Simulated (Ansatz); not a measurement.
**C7H12O2: how energies converge with the basis set**

An exercise on one series of results from a longer session: the logs are not shown, and one member is left open.

Program: Ansatz 0.2.0, Gaussian basis. Level of theory: one geometry, several basis sets. These are calculated values, not measurements.

Plan: PBE0-D4/def2-SVP; ωB97M-V/def2-SVP; PBE0-D4/def2-QZVPP; ωB97M-V/def2-QZVPP; the functionals' def2-TZVPP values are taken from earlier runs.

1 further run of the same task is left out (it didn't finish).

## Structure used throughout

All runs share one geometry, relaxed beforehand with PBE0-D4 in a triple-zeta def2 set.

SMILES `CC(C)(C)C(=O)/C=C\O`, 21 atoms, charge 0, spin multiplicity 1.

Atoms are counted from 1 here; the program's logs count them from 0.

Bond lengths: C1–C2 1.531 Å, C1–H10 1.093 Å, C1–H11 1.093 Å, C1–H12 1.092 Å, C2–C3 1.531 Å, C2–C4 1.522 Å, C2–C5 1.523 Å, C3–H13 1.093 Å, C3–H14 1.093 Å, C3–H15 1.092 Å, C4–H16 1.091 Å, C4–H17 1.091 Å, C4–H18 1.093 Å, C5–O6 1.240 Å, C5–C7 1.440 Å, C7–C8 1.358 Å, C7–H19 1.079 Å, C8–O9 1.308 Å and more. Angles: C2–C1–H10 109.5°, C2–C1–H11 111.1°, C2–C1–H12 112.1°, H10–C1–H11 108.0°, H10–C1–H12 107.9°, H11–C1–H12 108.1°, C1–C2–C3 109.8°, C1–C2–C4 109.8°, C1–C2–C5 108.8°, C3–C2–C4 109.8°, C3–C2–C5 108.8°, C4–C2–C5 109.9°, C2–C3–H13 109.5°, C2–C3–H14 111.1°, C2–C3–H15 112.1°, H13–C3–H14 108.0°, H13–C3–H15 107.9°, H14–C3–H15 108.1° and more.

Set-up of the first run:

Input file in.yaml:

```yaml
crystal:
  periodic: [false, false, false]
  atoms:
    - {symbol: C, position_ang: [-1.257143, -0.367118, -1.292844]}
    - {symbol: C, position_ang: [-0.433169, -0.685608, -0.041883]}
    - {symbol: C, position_ang: [0.703290, -1.647263, -0.400640]}
    - {symbol: C, position_ang: [-1.326842, -1.316947, 1.015839]}
    - {symbol: C, position_ang: [0.167325, 0.608045, 0.492697]}
    - {symbol: O, position_ang: [-0.105778, 0.993031, 1.638976]}
    - {symbol: C, position_ang: [1.052395, 1.378900, -0.341539]}
    - {symbol: C, position_ang: [1.583036, 2.532329, 0.141173]}
    - {symbol: O, position_ang: [1.342869, 3.004222, 1.336811]}
    - {symbol: H, position_ang: [-1.709170, -1.285660, -1.675999]}
    - {symbol: H, position_ang: [-2.061910, 0.335928, -1.065339]}
    - {symbol: H, position_ang: [-0.645965, 0.062841, -2.088599]}
    - {symbol: H, position_ang: [0.283816, -2.587049, -0.769023]}
    - {symbol: H, position_ang: [1.319205, -1.871997, 0.473335]}
    - {symbol: H, position_ang: [1.353340, -1.242781, -1.178753]}
    - {symbol: H, position_ang: [-2.142154, -0.648342, 1.295630]}
    - {symbol: H, position_ang: [-0.765681, -1.546294, 1.922801]}
    - {symbol: H, position_ang: [-1.755242, -2.244442, 0.628131]}
    - {symbol: H, position_ang: [1.304200, 1.062465, -1.342294]}
    - {symbol: H, position_ang: [2.255656, 3.148222, -0.451547]}
    - {symbol: H, position_ang: [0.713422, 2.328120, 1.749967]}
basis:
  gaussian: {orbitals: def2-SVP}
hamiltonian: {xc: pbe0, dispersion: d4}
output: {orbitals: {seedname: orbitals}}
```

Run with:

```console
ansatz run in.yaml --threads 4 --pin off --events-out ev --progress --plain --max-ram 66560MiB --backend cpu
```

Among the steps run: PBE0-D4 in def2-SVP; ωB97M-V in def2-SVP; PBE0-D4 in def2-QZVPP; ωB97M-V in def2-QZVPP.

One table of the session follows, with a row left open; its other results are not shown here.

It belongs to the step «Functionals by basis». 

```
functional       basis  HOMO (eV)
   PBE0-D4    def2-SVP      -7.06
   PBE0-D4  def2-TZVPP          ?
   PBE0-D4  def2-QZVPP      -7.19
   ωB97M-V    def2-SVP      -9.21
   ωB97M-V  def2-TZVPP      -9.33
   ωB97M-V  def2-QZVPP      -9.35
```

Q: Estimate the row for PBE0-D4, def2-TZVPP from the others.

The run gave: HOMO (eV): -7.16. In the column «HOMO (eV)» it lies between PBE0-D4, def2-QZVPP (-7.19) and PBE0-D4, def2-SVP (-7.06).
